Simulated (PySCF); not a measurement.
**C3H9NOSi: electronic excitations**

Wanted: the electronic excitations of C3H9NOSi (`CN(C)[SiH2]C=O`), by calculation.

Computed with PySCF 2.14.0, with density-fitted response routines of our own, on a single molecule in the gas phase. Atoms are numbered from 0 throughout.

## Step 1: The molecule as given

15 atoms, charge 0, multiplicity 1; geometry from: GFN2-xTB.

Bonds of the start (Å): C0–N1 1.45, N1–C2 1.44, N1–Si3 1.72, Si3–C4 1.92, C4–O5 1.20, C0–H6 1.10, C0–H7 1.09, C0–H8 1.09, C2–H9 1.09, C2–H10 1.09, C2–H11 1.10, Si3–H12 1.47, Si3–H13 1.46, C4–H14 1.11.

## Step 2: Ultraviolet spectrum: CAM-B3LYP/def2-SVPD

The job: settings as JSON, then the geometry in Å.

```
{"job": {"kind": "uv", "xc": "CAM-B3LYP", "basis": "def2-SVPD", "nstates": 8, "ntriplets": 3}, "charge": 0, "multiplicity": 1}
C     -0.640217     1.271581    -0.460148
N     -0.414068    -0.139167    -0.239752
C     -1.596590    -0.922198    -0.503770
Si     0.815206    -0.728554     0.805154
C      2.337715     0.372777     0.433062
O      3.148595     0.702924     1.260340
H     -1.440037     1.658212     0.181674
H      0.268592     1.831971    -0.254658
H     -0.931651     1.438120    -1.501034
H     -1.935176    -0.748868    -1.528432
H     -1.370811    -1.977109    -0.380637
H     -2.416048    -0.660994     0.175392
H      0.574763    -0.687146     2.254148
H      1.100825    -2.094403     0.359605
H      2.494488     0.690844    -0.622855
```

Level: TDDFT CAM-B3LYP/def2-SVPD, vertical, gas phase, core orbitals frozen in the response.

Launch:

```bash
$ OMP_NUM_THREADS=1 python probes_run.py task.json out
```

One launch serves the whole session: the jobs run in the order shown.

What will the session give for the following? lowest singlet (CAM-B3LYP/def2-SVPD); brightest single state of those computed; lowest triplet. Wanted: lowest singlet; brightest single state of those computed; lowest triplet.

As calculated:

| quantity | value |
| --- | --- |
| lowest singlet (CAM-B3LYP/def2-SVPD) | 3.17 eV (391 nm), f = 0.000 |
| brightest single state of those computed | state 8, 7.34 eV, f = 0.025 |
| lowest triplet | 2.48 eV |

**Reading.** The first singlet state (HOMO−1→LUMO 0.82, HOMO→LUMO 0.14) lies at 3.17 eV and is dark; of the 8 states computed, the strongest absorption comes from state 8 at 7.34 eV (the last computed, so partners may be missing). The lowest triplet lies 0.69 eV below the lowest singlet (triplets in Tamm-Dancoff, singlets in full TDDFT).
